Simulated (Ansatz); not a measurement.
# C2H11AlOSi: the cost of one run

All numbers below are computed with Ansatz 0.2.0 (RHF/def2-SVP).

**1. Starting point**

Bond lengths (14 of 15 bonds, heavy atoms first): Al1–Si2 2.708 Å, Al1–C3 1.988 Å, Al1–O4 1.645 Å, Al1–C6 2.295 Å, Al1–H5 1.747 Å, Si2–H7 1.472 Å, Si2–H8 1.481 Å, Si2–H9 1.481 Å, C3–H10 1.095 Å, C3–H11 1.094 Å, C3–H12 1.095 Å, O4–H13 0.946 Å, C6–H14 1.085 Å, C6–H15 1.104 Å. Angles (14 of 29 angles, heavy atoms first): Si2–Al1–C3 114.8°, Si2–Al1–O4 111.6°, Si2–Al1–C6 80.9°, C3–Al1–O4 126.7°, C3–Al1–C6 110.6°, O4–Al1–C6 101.0°, Al1–Si2–H7 116.5°, Al1–Si2–H8 116.1°, Al1–Si2–H9 114.7°, Si2–Al1–H5 43.6°, C3–Al1–H5 120.5°, O4–Al1–H5 110.8°, H5–Al1–C6 37.3°, Al1–C3–H10 116.0°.

As a file:

```xyz
16

Al   -0.3688    0.6796   -0.2358
Si    2.1373   -0.0582    0.4787
C    -0.8557    0.2684   -2.1186
O    -0.9068    1.9480    0.6631
H     0.3465   -0.5455    0.7835
C    -0.8882   -1.0840    1.1374
H     3.2432    0.7138   -0.1119
H     2.4422   -0.0104    1.9274
H     2.4968   -1.4513    0.1261
H    -1.9090    0.0303   -2.3012
H    -0.2737   -0.5844   -2.4805
H    -0.6148    1.1073   -2.7791
H    -1.2114    2.6825    1.1756
H    -1.0306   -0.9186    2.2005
H    -1.7377   -0.6286    0.5992
H    -0.8692   -2.1491    0.9356
```

**2. A restrained relaxation towards end A**

Springs on the bonds that form and break draw the guess towards this end; the thresholds are loose.

Input file input.yaml:

```yaml
crystal:
  periodic: [false, false, false]
  atoms:
    - { symbol: Al, position_ang: [-0.3688, 0.6796, -0.2358] }
    - { symbol: Si, position_ang: [2.1373, -0.0582, 0.4787] }
    - { symbol: C, position_ang: [-0.8557, 0.2684, -2.1186] }
    - { symbol: O, position_ang: [-0.9068, 1.948, 0.6631] }
    - { symbol: H, position_ang: [0.3465, -0.5455, 0.7835] }
    - { symbol: C, position_ang: [-0.8882, -1.084, 1.1374] }
    - { symbol: H, position_ang: [3.2432, 0.7138, -0.1119] }
    - { symbol: H, position_ang: [2.4422, -0.0104, 1.9274] }
    - { symbol: H, position_ang: [2.4968, -1.4513, 0.1261] }
    - { symbol: H, position_ang: [-1.909, 0.0303, -2.3012] }
    - { symbol: H, position_ang: [-0.2737, -0.5844, -2.4805] }
    - { symbol: H, position_ang: [-0.6148, 1.1073, -2.7791] }
    - { symbol: H, position_ang: [-1.2114, 2.6825, 1.1756] }
    - { symbol: H, position_ang: [-1.0306, -0.9186, 2.2005] }
    - { symbol: H, position_ang: [-1.7377, -0.6286, 0.5992] }
    - { symbol: H, position_ang: [-0.8692, -2.1491, 0.9356] }
basis:
  gaussian: { orbitals: def2-SVP }
hamiltonian:
  xc: hf
relax:
  f_tol: 0.15
  max_steps: 25
  restrain:
    - { distance: [0, 5], at: 3.27, k: 30.0 }
    - { distance: [4, 1], at: 2.72, k: 30.0 }
    - { distance: [0, 1], at: 2.32, k: 30.0 }
    - { distance: [4, 5], at: 1.07, k: 30.0 }
```

Launch:

```bash
> ansatz run input.yaml --threads 2 --pin off --max-ram 3072MiB --backend cpu --events-out ev --progress --plain --runs-dir out
```

What time and memory should one allow on 2 threads of Arm Neoverse V2, shared host?

About 30 s, with a peak of 0.3 GiB.
